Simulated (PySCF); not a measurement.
# H6N3Sm (Sm(NH2)3): the cost of one run

Program: PySCF 2.14.0. Level of theory: several levels, as the steps say, no spin–orbit coupling. These are calculated values, not measurements.

1 further run of the same task is left out (for a known fault of the program).

## (1) Starting geometry

10 atoms, charge 0, spin multiplicity 1.

Bond lengths: Sm1–N2 2.254 Å, Sm1–N5 2.254 Å, Sm1–N8 2.254 Å, N2–H3 1.021 Å, N2–H4 1.021 Å, N5–H6 1.021 Å, N5–H7 1.021 Å, N8–H9 1.021 Å, N8–H10 1.021 Å. Angles: N2–Sm1–N5 120.0°, N2–Sm1–N8 120.0°, N5–Sm1–N8 120.0°, Sm1–N2–H3 128.1°, Sm1–N2–H4 128.1°, H3–N2–H4 103.9°, Sm1–N5–H6 128.1°, Sm1–N5–H7 128.1°, H6–N5–H7 103.9°, Sm1–N8–H9 128.1°, Sm1–N8–H10 128.1°, H9–N8–H10 103.9°.

Geometry (Å):

```csv
atom,x (Å),y (Å),z (Å)
Sm1,0.0000,0.0000,0.0000
N2,2.2544,0.0000,0.0000
H3,2.8841,0.0000,0.8041
H4,2.8841,0.0000,-0.8041
N5,-1.1272,1.9523,0.0000
H6,-1.4421,2.4977,0.8041
H7,-1.4421,2.4977,-0.8041
N8,-1.1272,-1.9523,0.0000
H9,-1.4420,-2.4977,0.8041
H10,-1.4420,-2.4977,-0.8041
```

Formal oxidation states: Sm +3. Each metal's 5 4f electrons lie in its core potential, so multiplicities, spins and levels count the valence alone. An earlier session relaxed this geometry at PBE0, Sm lcecp-1-SVP with ECP51, N def2-SVP, H def2-SVP (singlet, point group D3h). Its vibrations showed it to be a saddle point, relaxed within its symmetry.

At PBE0 on the finer grid: E = -202.305799 Eh, HOMO -5.42 eV, LUMO -1.67 eV, Mulliken charge on Sm1 +1.07 e, largest force component 0.005 eV/Å. 

Levels to run: TPSS; BP86; PBE0, TZVP. Hardware: 2 threads of Intel Xeon Platinum 8259CL at 2.50GHz (Skylake/Cascade Lake), shared host.

## (2) TPSS

run.py (the lines that set the calculation) reads:

```python
mol = gto.M(atom='''
Sm     0.00000     0.00000     0.00000
N      2.25436     0.00001     0.00000
H      2.88409     0.00001     0.80405
H      2.88409     0.00001    -0.80405
N     -1.12719     1.95233     0.00000
H     -1.44206     2.49769     0.80405
H     -1.44206     2.49769    -0.80405
N     -1.12717    -1.95234     0.00000
H     -1.44204    -2.49770     0.80405
H     -1.44204    -2.49770    -0.80405''',
    basis={'Sm': 'lcecp-1-SVP', 'N': 'def2-SVP', 'H': 'def2-SVP'},
    ecp={'Sm': 'lcecp-1-SVP'},
    charge=0, spin=0)
mf = dft.RKS(mol, xc='TPSS')
mf.grids.atom_grid = (75, 302)  # f atoms: unpruned, at least (60, 302)
mf = mf.density_fit()  # fitting sets: Sm AutoAux, N def2-universal-JKFIT, H def2-universal-JKFIT
mf.conv_tol = 1e-08; mf.max_cycle = 55
mf.kernel(dm0)  # dm0: the density of the relaxed state
```

Started as:

```console
$ OMP_NUM_THREADS=2 python run.py
```

**Question.** How long does this run take on 2 threads of Intel Xeon Platinum 8259CL at 2.50GHz (Skylake/Cascade Lake), shared host?

About 15 s.
